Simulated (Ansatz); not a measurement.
The system is MgC2.

```
Mg C
1.0
     3.95078    0.00000    0.00000
     0.00000    3.95078    0.00000
     0.00000    0.00000    4.98709
Mg C
2 4
Direct
  0.00000 0.00000 0.50000
  0.50000 0.50000 0.00000
  0.38766 0.61235 0.50000
  0.11235 0.11235 0.00000
  0.61235 0.38766 0.50000
  0.88765 0.88765 0.00000
```

The cell comes from a database or a generator and needn't be the stable form of this composition.

| Quantity | Value |
| --- | --- |
| Program | Ansatz 0.2.0 |
| Task | relaxation of cell and atoms |
| Functional | BLYP |
| Potentials or basis | Ansatz PAW |
| Cutoff | 420 eV (not typed: the program's choice for these potentials) |
| k mesh | 5 × 5 × 5 |
| Occupations | fermi-dirac, width 0.05 eV |
| Spin | no spin polarisation |

At the start: volume 12.97 Å³/atom.

How do energy, volume and symmetry change on relaxing?

It ends after 9 steps and the volume is 13.34 Å³/atom (+2.8 %); space group P4_2/mnm (No. 136, to 0.05 Å).

The path:
```tsv
step	energy change (eV)	largest force (eV/Å)	volume (Å³)
1	0.0000	0.5553	77.84
2	-0.0128	0.0500	79.43
3	-0.0135	0.0315	79.82
4	-0.0137	0.0189	79.92
5	-0.0137	0.0017	79.89
6	-0.0186	0.0001	79.89
7	-0.0184	0.0452	80.00
8	-0.0184	0.0033	80.02
9	-0.0186	0.0034	80.02
```

Final structure:
```
Mg C
1.0
     3.95590    0.00000    0.00000
     0.00000    3.95590    0.00000
     0.00000    0.00000    5.11321
Mg C
2 4
Direct
  0.00000 0.00000 0.50000
  0.50000 0.50000 0.00000
  0.38832 0.61168 0.50000
  0.11168 0.11168 0.00000
  0.61168 0.38832 0.50000
  0.88832 0.88832 0.00000
```

Caveat: the plane-wave basis is chosen anew once the cell has moved, so the energies of steps on either side of that aren't comparable; the pressure holds a Pulay correction of +0.3 GPa for the finite cutoff; the PAW data sets come from PBE, with cores solved anew for the run's functional, which leaves a small shift of forces and pressure.
